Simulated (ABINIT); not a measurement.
MgSn2N2:

```xyz
5
Lattice="3.3605 0.0000 0.0000 0.0000 3.3605 0.0000 0.0000 0.0000 8.1884" Properties=species:S:1:pos:R:3 pbc="T T T"
Sn    0.0000    0.0000    2.5209
Sn    0.0000    0.0000    5.6675
Mg    1.6803    1.6803    0.0000
N     1.6803    0.0000    6.9380
N     0.0000    1.6803    1.2504
```

The cell comes from a database or a generator and needn't be the stable form of this composition.

- Program: ABINIT 10.8.3 (patched build)
- Task: single point
- Functional: PBE
- Potentials or basis: JTH PAW PBE v2.0
- Cutoff: 707 eV
- k mesh: 8 × 8 × 4
- Occupations: fermi-dirac, width 0.05 eV
- Spin: no spin polarisation

On this cell: pressure -0.2 GPa; largest force 0.099 eV/Å; band gap on the k mesh none (metal or under the smearing width).

The same run follows on a disturbed copy (atoms moved at random, drawn with an rms of 0.05 Å):

```
Sn Mg N
1.0
     3.36055    0.00000    0.00000
     0.00000    3.36055    0.00000
     0.00000    0.00000    8.18839
Sn Mg N
2 1 2
Direct
  0.99056 0.99028 0.30390
  0.00937 0.99054 0.68735
  0.49931 0.50341 0.00572
  0.49885 0.98327 0.84892
  0.99788 0.49279 0.15179
```

What changes?

The energy (extrapolated to zero smearing) moves by +10.7 meV/atom; pressure -0.2 GPa; largest force 0.751 eV/Å; band gap on the k mesh none (metal or under the smearing width).

Forces in eV/Å, atoms in the order of the input:
```
Sn  -0.044  0.108  0.426
Sn  -0.284  0.011  0.622
Mg  -0.041 -0.429 -0.615
N    0.299  0.387 -0.343
N    0.069 -0.077 -0.089
```

Stress tensor (GPa, compression positive):
```
-0.57 -0.02  0.91
-0.02  0.89 -0.37
 0.91 -0.37 -0.90
```
